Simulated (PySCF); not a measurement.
# C6H5ClO (3‐chlorophenol): the cost of one run

The runs use PySCF 2.14.0, with density-fitted response routines of our own; the level of theory stands in each step. All values are computed, except where a source is named. Atoms count from 0, in the outputs and in this text.

**1. The molecule as given**

13 atoms, charge 0, multiplicity 1; geometry from: GFN2-xTB. The atoms were then displaced at random by about 0.01 Å, so the start is not that level's minimum.

Bonds of the start (Å): O0–C1 1.38, C1–C2 1.40, C2–C3 1.33, C3–C4 1.42, C4–C5 1.37, C5–Cl6 1.73, C5–C7 1.40, C7–C1 1.37, O0–H8 0.93, C2–H9 1.09, C3–H10 1.09, C4–H11 1.07, C7–H12 1.06.

**2. Geometry optimisation at PBE0-D3(BJ)/def2-TZVP**

What the job is given:

```
{"job": {"xc": "PBE0", "basis": "def2-TZVP", "d3": "d3bj", "grid": 2, "shake": 0.01, "kind": "geom"}, "charge": 0, "multiplicity": 1}
O      2.512610    -0.344080    -0.007140
C      1.147110    -0.114320    -0.007340
C      0.668120     1.200680     0.006950
C     -0.636350     1.453160     0.019280
C     -1.586630     0.403060    -0.000640
C     -1.115520    -0.885990    -0.014980
Cl    -2.221340    -2.210110    -0.034860
C      0.261270    -1.157910    -0.024410
H      2.679850    -1.259130    -0.010460
H      1.403840     2.003960     0.035690
H     -1.034240     2.466630     0.048890
H     -2.638320     0.603270     0.023680
H      0.565420    -2.176100    -0.044990
```

Run with:

```sh
$ OMP_NUM_THREADS=1 python probes_run.py task.json out
```

The driver reads the jobs from task.json and runs them one after another.

**Question.** How long does this first job take on 1 thread of Intel Xeon Platinum 8375C at 2.90GHz, shared host, and how much memory does it need?

About 7.2 min, with a peak of 1.4 GiB.
